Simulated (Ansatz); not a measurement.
# FeO (Fm-3m): energies of magnetic orders

Aim: at the geometry relaxed with parallel moments, start FeO (Fm-3m) in several magnetic orders and compare their energies.

The COD entry's cell or inner coordinates are ideal or old and differ from later refinements, so a difference from it is no clean test against experiment.

Program: Ansatz 0.2.0. Level of theory: DFT PBE, scalar-relativistic, plane waves, PAW. These are calculated values, not measurements.

## (1) The structure to begin with

It takes space group Fm-3m (No. 225, cubic). Conventional cell: a = 4.309 Å, b = 4.309 Å, c = 4.309 Å, α = 90.00°, β = 90.00°, γ = 90.00°. Fe (site symmetry m-3m) is surrounded by 6 O at 2.15 Å. Around O (site symmetry m-3m) lie 6 Fe at 2.15 Å.

Structure file:

```
CELL_PARAMETERS angstrom
0.00000 2.15426 2.15426
2.15426 0.00000 2.15426
2.15426 2.15426 0.00000
ATOMIC_POSITIONS crystal
Fe 0.00000 0.00000 0.00000
O 0.50000 0.50000 0.50000
```

An earlier run at PBE left this cell at 9.998 Å³/atom and 0.00 GPa (14×14×14 mesh).

## (2) Ferromagnetic, larger cell

File input.yaml:

```yaml
crystal:
  lattice:
    - [0.0, 2.1542611148, -2.1542611148]
    - [0.0, 2.1542611148, 2.1542611148]
    - [4.3085222296, 0.0, 0.0]
  atoms:
    - { symbol: Fe, position: [0.0, 0.0, 0.0], spin: 4.0 }
    - { symbol: O, position: [0.0, 1.0, 0.5] }
    - { symbol: Fe, position: [0.5, 0.5, 0.5], spin: 4.0 }
    - { symbol: O, position: [0.5, 1.5, 1.0] }
basis:
  ecutwfc: 420
  ecutrho_ratio: 4
kpoints:
  mp_grid: { grid: [8, 8, 6] }
hamiltonian:
  xc: pbe
scf:
  occupations: { method: gaussian, width: 0.05 }
  lower_state_search: "off"
output:
  forces: true
  stress: true
  eigenvalues: true
  populations: true
magnetization:
  spin_polarized: true
```

The run is started by

```bash
$ ansatz run input.yaml --threads 1 --pin off --max-ram 2560MiB --backend cpu --events-out ev --progress --plain --runs-dir out
```

## (3) Antiferromagnetic, propagation vector (1, 0, 0)

Changes to input.yaml since step 2:

```diff
@@ -8,3 +8,3 @@
     - { symbol: O, position: [0.0, 1.0, 0.5] }
-    - { symbol: Fe, position: [0.5, 0.5, 0.5], spin: 4.0 }
+    - { symbol: Fe, position: [0.5, 0.5, 0.5], spin: -4.0 }
     - { symbol: O, position: [0.5, 1.5, 1.0] }
```

## (4) Ferromagnetic, larger cell

File input.yaml:

```yaml
crystal:
  lattice:
    - [-2.1542611148, -2.1542611148, 4.3085222296]
    - [-4.3085222296, -2.1542611148, 2.1542611148]
    - [-2.1542611148, -4.3085222296, 2.1542611148]
  atoms:
    - { symbol: Fe, position: [0.0, 0.0, 0.0], spin: 4.0 }
    - { symbol: O, position: [1.25, -0.75, -0.75] }
    - { symbol: Fe, position: [0.5, 0.5, 0.5], spin: 4.0 }
    - { symbol: O, position: [1.75, -0.25, -0.25] }
basis:
  ecutwfc: 420
  ecutrho_ratio: 4
kpoints:
  mp_grid: { grid: [10, 10, 10] }
hamiltonian:
  xc: pbe
scf:
  occupations: { method: gaussian, width: 0.05 }
  lower_state_search: "off"
output:
  forces: true
  stress: true
  eigenvalues: true
  populations: true
magnetization:
  spin_polarized: true
```

## (5) Antiferromagnetic, propagation vector (1/2, 1/2, -1/2)

Changes to input.yaml since step 4:

```diff
@@ -8,3 +8,3 @@
     - { symbol: O, position: [1.25, -0.75, -0.75] }
-    - { symbol: Fe, position: [0.5, 0.5, 0.5], spin: 4.0 }
+    - { symbol: Fe, position: [0.5, 0.5, 0.5], spin: -4.0 }
     - { symbol: O, position: [1.75, -0.25, -0.25] }
```

## (6) No spin polarisation

File input.yaml:

```yaml
crystal:
  lattice:
    - [0.0, 2.1542611148, 2.1542611148]
    - [2.1542611148, 0.0, 2.1542611148]
    - [2.1542611148, 2.1542611148, 0.0]
  atoms:
    - { symbol: Fe, position: [0.0, 0.0, 0.0] }
    - { symbol: O, position: [0.5, 0.5, 0.5] }
basis:
  ecutwfc: 420
  ecutrho_ratio: 4
kpoints:
  mp_grid: { grid: [14, 14, 14] }
hamiltonian:
  xc: pbe
scf:
  occupations: { method: gaussian, width: 0.05 }
output:
  forces: true
  stress: true
  eigenvalues: true
```

(Steps that only read results are left out.)

**Question.** What will these runs give? Wanted: orders tried; lowest; next above it.

As calculated:

```
            quantity                                                                  value
        orders tried                                                                      4
              lowest                                                          ferromagnetic
largest moment there                                                                3.45 μB
       next above it  antiferromagnetic, propagation vector (1/2, 1/2, -1/2), 17.0 meV/atom
```

In words: Of the orders that kept their pattern, the lowest is: ferromagnetic. The next lies 17.0 meV/atom higher. Under stress at this geometry, and so lower once relaxed: antiferromagnetic, propagation vector (1, 0, 0) (1.5 GPa); antiferromagnetic, propagation vector (1/2, 1/2, -1/2) (-1.5 GPa); no spin polarisation (-25.9 GPa). Only these orders were tried, at zero temperature; the one found in experiment may not be among them.
